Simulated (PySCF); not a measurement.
# C2H4O4S2: magnetic properties

Wanted: magnetic properties for C2H4O4S2 (`O=S(=O)(O)S[C@@H]1CO1`).

Computed with PySCF 2.14.0 and routines of our own; the level stands in each step. Atoms count from 0.

## (1) The system as given

12 atoms, charge 0, multiplicity 1; geometry from: GFN2-xTB.

## (2) Magnetic properties: GIAO B97-2/pcSseg-1

What the job is given:

```
{"job": {"kind": "mag", "xc": "B97-2", "basis": "pcSseg-1", "isotopologues": 2}, "charge": 0, "multiplicity": 1}
O      0.782239     0.910982     1.487455
S      1.328167     0.056139     0.495252
O      1.598393    -1.322488     0.723500
O      2.717620     0.716441     0.047385
S      0.337477     0.334724    -1.325039
C     -1.165953    -0.389485    -0.654753
C     -1.847622     0.260421     0.463897
O     -1.037244    -0.879616     0.624173
H      3.335011     0.039371    -0.234401
H     -1.703384    -0.994450    -1.376395
H     -1.434996     1.172817     0.876401
H     -2.908510     0.094460     0.611218
```

With the program's defaults for keys left out, this is: GIAO B97-2/pcSseg-1 magnetisability, rotational g tensor and spin-rotation constants, non-relativistic, gas phase.

The run is started by

```console
> OMP_NUM_THREADS=1 python excited_run.py task.json out
```

This one command runs all jobs of the session in turn.

The log of the run:

```text
coarse grid: 12248 points
cycle   1  E = -1175.1970775155  dE =  2.385e+00  |g| = 1.328e+00  |ddm| = 3.653e+00
cycle   2  E = -1174.3408974701  dE =  8.562e-01  |g| = 2.505e+00  |ddm| = 2.731e+00
cycle   3  E = -1175.4958182583  dE = -1.155e+00  |g| = 2.828e-01  |ddm| = 2.063e+00
cycle   4  E = -1175.5106608533  dE = -1.484e-02  |g| = 1.310e-01  |ddm| = 3.706e-01
cycle   5  E = -1175.5136431457  dE = -2.982e-03  |g| = 3.116e-02  |ddm| = 1.005e-01
cycle   6  E = -1175.5138522896  dE = -2.091e-04  |g| = 8.087e-03  |ddm| = 3.811e-02
cycle   7  E = -1175.5138639052  dE = -1.162e-05  |g| = 2.813e-03  |ddm| = 9.575e-03
cycle   8  E = -1175.5138657411  dE = -1.836e-06  |g| = 6.339e-04  |ddm| = 3.445e-03
final grid: 112232 points
cycle   9  E = -1175.6105428422  dE = -5.704e-05  |g| = 7.283e-03  |ddm| = 2.500e-02
cycle  10  E = -1175.6105305897  dE =  1.225e-05  |g| = 1.064e-02  |ddm| = 1.088e-02
cycle  11  E = -1175.6105499741  dE = -1.938e-05  |g| = 1.578e-03  |ddm| = 8.413e-03
cycle  12  E = -1175.6105504476  dE = -4.735e-07  |g| = 6.148e-04  |ddm| = 1.715e-03
cycle  13  E = -1175.6105505101  dE = -6.254e-08  |g| = 1.302e-04  |ddm| = 4.255e-04
cycle  14  E = -1175.6105505132  dE = -3.124e-09  |g| = 4.327e-05  |ddm| = 1.325e-04
cycle  15  E = -1175.6105505135  dE = -2.544e-10  |g| = 2.411e-05  |ddm| = 4.265e-05
converged SCF energy = -1175.6105505135

Magnetisability tensor (1e-30 J/T^2)
    -1302.50      -84.89      -84.98
      -84.89    -1201.37        8.37
      -84.98        8.37    -1201.61
isotropic -1235.16   principal values   -1379.79  -1209.85  -1115.83
isotropic susceptibility -74.383 1e-6 cm^3/mol

Inertial axes            a          b          c
rot. const./GHz      2.7042     1.4077     1.2134
chi total           -80.753    -71.821    -70.574
chi diamagnetic    -521.768   -924.976  -1042.474
chi paramagnetic    441.015    853.155    971.899
quadrupole/D A       16.725     -6.994     -9.731
g nuclear            0.5214     0.5473     0.5397
g electronic        -0.5603    -0.5642    -0.5541
g total             -0.0389    -0.0169    -0.0144

Spin-rotation constants (kHz, H = +C I.J)
atom  isotope        aa         bb         cc
  8     1H       -0.146     -0.189     -0.000
  9     1H       -0.130     -0.093     -0.062
 10     1H       -0.210     -0.138      0.004
 11     1H        0.059     -0.127     -0.137
  0    17O*      -0.856     -0.370     -0.345
  1    33S*       1.272      0.620      0.337
  2    17O*      -0.821     -0.424     -0.358
  3    17O*      -0.421     -0.348     -0.374
  4    33S*       0.952      0.646      0.494
  5    13C*       0.403      0.307      0.251
  6    13C*       0.413      0.294      0.246
  7    17O*      -0.077     -0.171     -0.157
* in the singly substituted isotopologue

Isotopologues: g along a, b, c
2H    at 8,9,10,11         -0.0381    -0.0158    -0.0131
18O   at 0                 -0.0376    -0.0170    -0.0141
```

Wall time 32 s (1 thread of Arm Neoverse V1, shared host); peak memory 0.75 GiB.

Key values:

```
              quantity                      value
       magnetisability           -1235·10⁻³⁰ J/T²
  molar susceptibility         -74.4·10⁻⁶ cm³/mol
rotational g (a, b, c)  -0.0389, -0.0169, -0.0144
```

The fields below are evaluated on a grid from the run's orbitals.

Frontier orbitals at B97-2/pcSseg-1, with the share of their density that lies nearest to each atom:

```
orbital  energy (eV)                                  lies on
   HOMO        -7.39   S4 65 %; O0, O2 about 6 % each; C6 7 %
   LUMO        -1.61  S4 48 %; S1 22 %; O0, O2 about 8 % each
```

ELF in a plane through or near 7 of the atoms.

Values, 10 rows by 14 columns:
```
0.00 0.00 0.00 0.00 0.00 0.00 0.00 0.00 0.00 0.00 0.00 0.00 0.00 0.00
0.00 0.00 0.00 0.00 0.00 0.01 0.01 0.00 0.00 0.00 0.00 0.00 0.00 0.00
0.00 0.00 0.00 0.00 0.03 0.54 0.62 0.16 0.02 0.03 0.00 0.00 0.00 0.00
0.00 0.00 0.01 0.35 0.04 0.76 0.65 0.41 0.77 0.63 0.53 0.36 0.00 0.00
0.00 0.00 0.07 0.72 0.67 0.17 0.61 0.04 0.46 0.45 1.00 0.99 0.00 0.00
0.00 0.00 0.62 0.97 0.53 0.19 0.76 0.13 0.48 0.66 0.74 0.62 0.00 0.00
0.00 0.00 0.45 0.84 0.04 0.13 0.60 0.62 0.37 0.81 0.05 0.00 0.00 0.00
0.00 0.00 0.00 0.00 0.00 0.36 0.85 0.25 0.81 1.00 0.66 0.00 0.00 0.00
0.00 0.00 0.00 0.00 0.00 0.06 0.32 0.04 0.02 0.38 0.00 0.00 0.00 0.00
0.00 0.00 0.00 0.00 0.00 0.00 0.00 0.00 0.00 0.00 0.00 0.00 0.00 0.00
```
The map spans 11.9 Å across and 8.7 Å up, centred on the molecule. Atoms in the plane (x, y in Å): O0 (-0.8, 1.6), S1 (-1.3, 0.3), C5 (1.2, -0.8), C6 (1.8, 0.5), H8 (-3.3, -0.4), H9 (1.8, -1.8), H11 (2.9, 0.5).

On the surface of density 0.002 e/bohr³ the electrostatic potential runs, from the 1st to the 99th percentile, from -1.53 V near O2 to 2.69 V near H8.

## (3) Magnetic properties: GIAO B97-D/def2-SVP

Settings changed since step 2:

```diff
@@ -1,2 +1,2 @@
-{"job": {"kind": "mag", "xc": "B97-2", "basis": "pcSseg-1", "isotopologues": 2}, "charge": 0, "multiplicity": 1}
+{"job": {"kind": "mag", "xc": "B97-D", "basis": "def2-SVP", "scf": {"guess": "vsap", "aux": "def2-universal-jkfit"}}, "charge": 0, "multiplicity": 1}
 O      0.782239     0.910982     1.487455
```

With the program's defaults for keys left out, this is: GIAO B97-D/def2-SVP magnetisability, rotational g tensor and spin-rotation constants, non-relativistic, gas phase.

The log of the run:

```text
final grid: 112232 points
cycle   1  E = -1164.7519956804  dE =  8.539e+00  |g| = 5.862e+00  |ddm| = 2.538e+01
cycle   2  E = -1141.4765712189  dE =  2.328e+01  |g| = 9.394e+00  |ddm| = 2.783e+01
cycle   3  E = -1170.4712174060  dE = -2.899e+01  |g| = 4.036e+00  |ddm| = 1.217e+01
cycle   4  E = -1165.7506306637  dE =  4.721e+00  |g| = 5.068e+00  |ddm| = 9.573e+00
cycle   5  E = -1174.5272664257  dE = -8.777e+00  |g| = 1.456e+00  |ddm| = 8.392e+00
cycle   6  E = -1174.5669484853  dE = -3.968e-02  |g| = 1.482e+00  |ddm| = 2.546e+00
cycle   7  E = -1174.9343714620  dE = -3.674e-01  |g| = 5.575e-01  |ddm| = 1.577e+00
cycle   8  E = -1174.9916318373  dE = -5.726e-02  |g| = 2.022e-01  |ddm| = 6.660e-01
cycle   9  E = -1174.9990735586  dE = -7.442e-03  |g| = 7.793e-02  |ddm| = 2.376e-01
cycle  10  E = -1175.0002611320  dE = -1.188e-03  |g| = 2.674e-02  |ddm| = 1.018e-01
cycle  11  E = -1175.0003961431  dE = -1.350e-04  |g| = 9.690e-03  |ddm| = 3.462e-02
cycle  12  E = -1175.0004204002  dE = -2.426e-05  |g| = 1.640e-03  |ddm| = 1.496e-02
cycle  13  E = -1175.0004211383  dE = -7.381e-07  |g| = 5.325e-04  |ddm| = 2.839e-03
cycle  14  E = -1175.0004211963  dE = -5.798e-08  |g| = 1.836e-04  |ddm| = 6.126e-04
cycle  15  E = -1175.0004212001  dE = -3.778e-09  |g| = 1.485e-04  |ddm| = 3.039e-04
cycle  16  E = -1175.0004212045  dE = -4.472e-09  |g| = 2.638e-05  |ddm| = 1.414e-04
cycle  17  E = -1175.0004212047  dE = -1.392e-10  |g| = 1.054e-05  |ddm| = 3.675e-05
converged SCF energy = -1175.0004212047

Magnetisability tensor (1e-30 J/T^2)
    -1260.13      -86.45      -88.77
      -86.45    -1160.72       12.02
      -88.77       12.02    -1169.36
isotropic -1196.74   principal values   -1341.64  -1177.04  -1071.53
isotropic susceptibility -72.069 1e-6 cm^3/mol

Inertial axes            a          b          c
rot. const./GHz      2.7042     1.4077     1.2134
chi total           -78.289    -69.898    -68.021
chi diamagnetic    -519.894   -923.888  -1041.569
chi paramagnetic    441.605    853.990    973.548
quadrupole/D A       15.732     -6.653     -9.079
g nuclear            0.5214     0.5473     0.5397
g electronic        -0.5610    -0.5648    -0.5550
g total             -0.0396    -0.0175    -0.0153

Spin-rotation constants (kHz, H = +C I.J)
atom  isotope        aa         bb         cc
  8     1H       -0.155     -0.196     -0.000
  9     1H       -0.133     -0.096     -0.061
 10     1H       -0.215     -0.140      0.006
 11     1H        0.065     -0.131     -0.141
  0    17O*      -0.810     -0.347     -0.329
  1    33S*       1.160      0.567      0.304
  2    17O*      -0.781     -0.402     -0.340
  3    17O*      -0.395     -0.329     -0.362
  4    33S*       0.895      0.576      0.467
  5    13C*       0.384      0.299      0.242
  6    13C*       0.393      0.274      0.232
  7    17O*      -0.097     -0.169     -0.148
* in the singly substituted isotopologue
```

It took 28 s on 1 thread of Arm Neoverse V1, shared host.

From this job:

```
              quantity                      value
       magnetisability           -1197·10⁻³⁰ J/T²
  molar susceptibility         -72.1·10⁻⁶ cm³/mol
rotational g (a, b, c)  -0.0396, -0.0175, -0.0153
```

## (4) Magnetic properties: B3LPY/6-31G*

Settings changed since step 3:

```diff
@@ -1,2 +1,2 @@
-{"job": {"kind": "mag", "xc": "B97-D", "basis": "def2-SVP", "scf": {"guess": "vsap", "aux": "def2-universal-jkfit"}}, "charge": 0, "multiplicity": 1}
+{"job": {"kind": "mag", "xc": "B3LPY", "basis": "6-31G*", "scf": {"max_cycle": 95}}, "charge": 0, "multiplicity": 1}
 O      0.782239     0.910982     1.487455
```

With the program's defaults for keys left out, this is: B3LPY/6-31G*.

The log of the run:

```text
KeyError: "LibXCFunctional: name 'B3LPY' not found."
```

Wall time 0.18 s (1 thread of Arm Neoverse V1, shared host).

Why it failed: No functional is called B3LPY: the name is misspelt. Cure: type the name correctly.

## (5) The levels compared

| level | ξ (10⁻³⁰ J/T²) | g(a) | g(b) | gap (eV) | functions | time |
| --- | --- | --- | --- | --- | --- | --- |
| GIAO B97-2/pcSseg-1 | -1235 | -0.0389 | -0.0169 | 5.78 | 170 | 32 s |
| GIAO B97-D/def2-SVP | -1197 | -0.0396 | -0.0175 | 3.97 | 140 | 28 s |

## (6) Results

| quantity | value |
| --- | --- |
| magnetisability (step 2, GIAO B97-2/pcSseg-1) | -1235·10⁻³⁰ J/T² |
| molar susceptibility (step 2, GIAO B97-2/pcSseg-1) | -74.4·10⁻⁶ cm³/mol |
| rotational g (a, b, c) (step 2, GIAO B97-2/pcSseg-1) | -0.0389, -0.0169, -0.0144 |
| surface potential, 1st and 99th percentile | -1.53 V and 2.69 V |
| magnetisability over the levels | -1235 to -1197·10⁻³⁰ J/T² |
| runs | 1 failed, 0 ended on unsound input |

In words: At B97-2/pcSseg-1, counted by nearest atom on the grid, the HOMO lies on S4 65 %; O0, O2 about 6 % each, the LUMO on S4 48 %; S1 22 %. The magnetisability spreads by 3.2 % over 2 levels of like cost. Two levels can agree by chance, so this spread shows no convergence. Vibrational averaging and real surroundings are missing from these values.
